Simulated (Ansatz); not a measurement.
Here is an Ansatz input file for C3H8SSi, SMILES C=CC([SiH3])S. Write the same calculation for the Python package.

```yaml
crystal:
  periodic: [false, false, false]
  atoms:
    - { symbol: C, position_ang: [-1.2133, -0.2341, 1.7412] }
    - { symbol: C, position_ang: [-0.7572, -0.5324, 0.5353] }
    - { symbol: C, position_ang: [0.011, 0.4034, -0.3581] }
    - { symbol: Si, position_ang: [1.8332, -0.1897, -0.8068] }
    - { symbol: S, position_ang: [-0.9022, 0.6567, -1.9047] }
    - { symbol: H, position_ang: [-1.1295, 0.8188, 2.1491] }
    - { symbol: H, position_ang: [-1.8037, -0.9045, 2.3181] }
    - { symbol: H, position_ang: [-0.8895, -1.5257, 0.1651] }
    - { symbol: H, position_ang: [0.1478, 1.3984, 0.1789] }
    - { symbol: H, position_ang: [2.5944, -0.358, 0.4434] }
    - { symbol: H, position_ang: [1.704, -1.5231, -1.4643] }
    - { symbol: H, position_ang: [2.4829, 0.7802, -1.666] }
    - { symbol: H, position_ang: [-2.0576, 1.1755, -1.3163] }
basis:
  gaussian: { orbitals: def2-SVP }
hamiltonian:
  xc: { name: wB97X }
```

On the command line:
```console
$ ansatz run input.yaml --threads 1 --pin off --max-ram 4096MiB --backend cpu --events-out ev --progress --plain --runs-dir out
Engine: ansatz 0.2.0, aarch64-unknown-linux-gnu
Functional definition: wB97X
  parameter omega = 0.3/bohr
  parameter cx = 0.157706
  parameter cx1 = 0.726479
  parameter cx2 = 1.04760
  parameter cx3 = -5.70635
  parameter cx4 = 13.2794
  parameter css1 = -4.33879
  parameter css2 = 18.2308
  parameter css3 = -31.7430
  parameter css4 = 17.2901
  parameter cos1 = 2.37031
  parameter cos2 = -11.3995
  parameter cos3 = 6.58405
  parameter cos4 = -3.78132
  exchange = spin_sum(e_x_unif_sr(omega)*poly(b97_u_x, 1 - cx, cx1, cx2, cx3, cx4)) + cx*exact_x_sr(omega)
      + exact_x_lr(omega)
  correlation = spin_sum(e_c_pw_same_spin*poly(b97_u_same, 1, css1, css2, css3, css4))
      + integral(e_c_pw_opposite_spin*poly(b97_u_opposite, 1, cos1, cos2, cos3, cos4))
1339 factors; their error is unknown
373 factors; integrals over basis functions are off by at most 1.1e-5 eV
mean field evaluation 1: about -21941.8465 eV, gradient 2.8e1 eV
mean field evaluation 2: about -21943.3067 eV, gradient 1.8e1 eV
mean field evaluation 4: about -21944.1412 eV, gradient 1.1e0 eV
mean field evaluation 8: about -21944.1666 eV, gradient 2.7e-1 eV
mean field evaluation 16: about -21944.1668 eV, gradient 3.1e-5 eV
mean field -21944.16678233 eV, -806.4332549600 hartree, gradient 9.8e-6 eV, S^2 0.000000; 0 other end points of the search recorded, 0 dependent functions left out
reference -21944.16674959 eV, -806.4332537568 hartree; 28, 28 occupied and 90, 90 virtual orbitals, 1339 factors
Total energy: -21944.16674959 eV, -806.4332537568 hartree
```

`c3h8ssi.py`
```python
# -*- coding: utf-8 -*-
"""Electronic structure of the C3H8SSi molecule."""

import ansatz as az

system = (
    az.Crystal.molecule()
    .atom("C", [-1.2133, -0.2341, 1.7412])
    .atom("C", [-0.7572, -0.5324, 0.5353])
    .atom("C", [0.011, 0.4034, -0.3581])
    .atom("Si", [1.8332, -0.1897, -0.8068])
    .atom("S", [-0.9022, 0.6567, -1.9047])
    .atom("H", [-1.1295, 0.8188, 2.1491])
    .atom("H", [-1.8037, -0.9045, 2.3181])
    .atom("H", [-0.8895, -1.5257, 0.1651])
    .atom("H", [0.1478, 1.3984, 0.1789])
    .atom("H", [2.5944, -0.358, 0.4434])
    .atom("H", [1.704, -1.5231, -1.4643])
    .atom("H", [2.4829, 0.7802, -1.666])
    .atom("H", [-2.0576, 1.1755, -1.3163])
)

calc = system.calculation()
calc = calc.basis(gaussian="def2-SVP").functional(az.LibraryFunctional("wB97X"))
out = calc.run(threads=1)
rep = out.report

for key in ("converged", "free_energy_ev", "reference_energy_ev", "n_frozen", "n_occupied", "n_virtual"):
    print(f"{key:22s} {rep[key]}")

field = rep["mean_field"]
print("<S^2> =", round(abs(field["state"]["spin_squared"]), 4), " all-electron relativity setting:", field["relativity"])
print("passes:", field["passes"])
if "symmetry" in field:
    print("occupied orbitals by irrep:", field["symmetry"]["occupied"])
```

```console
$ python c3h8ssi.py
converged              True
free_energy_ev         -21944.166749586224
reference_energy_ev    -21944.166749586224
n_frozen               0
n_occupied             [28, 28]
n_virtual              [90, 90]
<S^2> = 0.0  all-electron relativity setting: none
passes: {'evaluations': 16, 'products': 16}
occupied orbitals by irrep: [{'A': 28}, {'A': 28}]
```

Total energies depend on the basis set; only differences at equal settings carry meaning. The geometry is a force-field or estimated start, not a minimum of this method, and the basis set is short of its limit. Finished in 14 s on 1 thread of Arm Neoverse V1, with other jobs on the host, peak memory 0.37 GiB.

(Lines on the test bed's own set-up are left out of the output.)
